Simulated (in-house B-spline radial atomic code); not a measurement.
# La²²⁺: excited configurations

How much energy does it take to promote electrons of La²²⁺ to other shells? Each configuration is solved by itself and compared with the reference.

Program: in-house B-spline radial atomic code version 1. Level of theory: Dirac-Hartree-Fock, average of configuration, Fermi nucleus, basis-set limit. These are calculated values, not measurements, unless marked.

## Step 1: Starting point

```
element       : lanthanum (Z = 57)
charge        : +22
electrons     : 35
configuration : [Ar] 3d10 4s2 4p5
Hamiltonian   : Dirac-Coulomb
nucleus       : Fermi, rms radius 4.855 fm
```

The outer shells:

[Ar] 3d10 4s2 4p5
```
[Ar] core
3d [↑↓][↑↓][↑↓][↑↓][↑↓]
4s [↑↓]
4p [↑↓][↑↓][↑ ]
```

The boxes draw the filling by Hund's rule, which heavy ions in jj coupling don't follow; these runs average over all states of the configuration.

Settings of the run:

```ini
Z = 57
electrons = 35.0
configuration = [Ar] 3d10 4s2 4p5
hamiltonian = dirac
method = hf
spin_polarised = False
nucleus = fermi
rms_radius = 4.855
mass_number = 139
atomic_mass = 138.906362927
speed_of_light = 137.035999084
```

From the earlier run of the reference: total energy -8283.820021 hartree. Levels, eight at most:

```tsv
orbital	occupation	energy (eV)	<r> (bohr)
3s1/2	2	-1999.69	0.2809
3p1/2	2	-1841.24	0.2711
3p3/2	4	-1756.54	0.2824
3d3/2	4	-1484.23	0.2533
3d5/2	6	-1466.21	0.2568
4s1/2	2	-821.24	0.6028
4p1/2	1.66667	-755.69	0.6099
4p3/2	3.33333	-733.33	0.6278
```

## Step 2: Configuration [Ar] 3d10 4s1 4p4 6p1 6f1

Settings of the run:

```ini
Z = 57
electrons = 35.0
configuration = [Ar] 3d10 4s1 4p4 6p1 6f1
hamiltonian = dirac
method = hf
spin_polarised = False
nucleus = fermi
rms_radius = 4.855
mass_number = 139
atomic_mass = 138.906362927
speed_of_light = 137.035999084
```

Before running: How far above the reference does each configuration lie (order and size, in eV)?

The runs gave:

| net move | configuration | energy above the reference (eV) | with Breit, QED, recoil (eV) | largest <r> (bohr) |
| --- | --- | --- | --- | --- |
| 4p, 4s → 6f, 6p | [Ar] 3d10 4s1 4p4 6p1 6f1 | 1088.16 | 1086.88 | 1.86 |

The promotion costs 1088.16 eV. 1 of them lies more than 2 % above the ionisation threshold that Koopmans' theorem gives (733.33 eV), where such states can decay by emitting an electron. Two partly filled shells share a symmetry and can mix in the average, which may lower the energy, for: 4p, 4s → 6f, 6p. These are averages over configurations, without correlation, not spectroscopic levels.
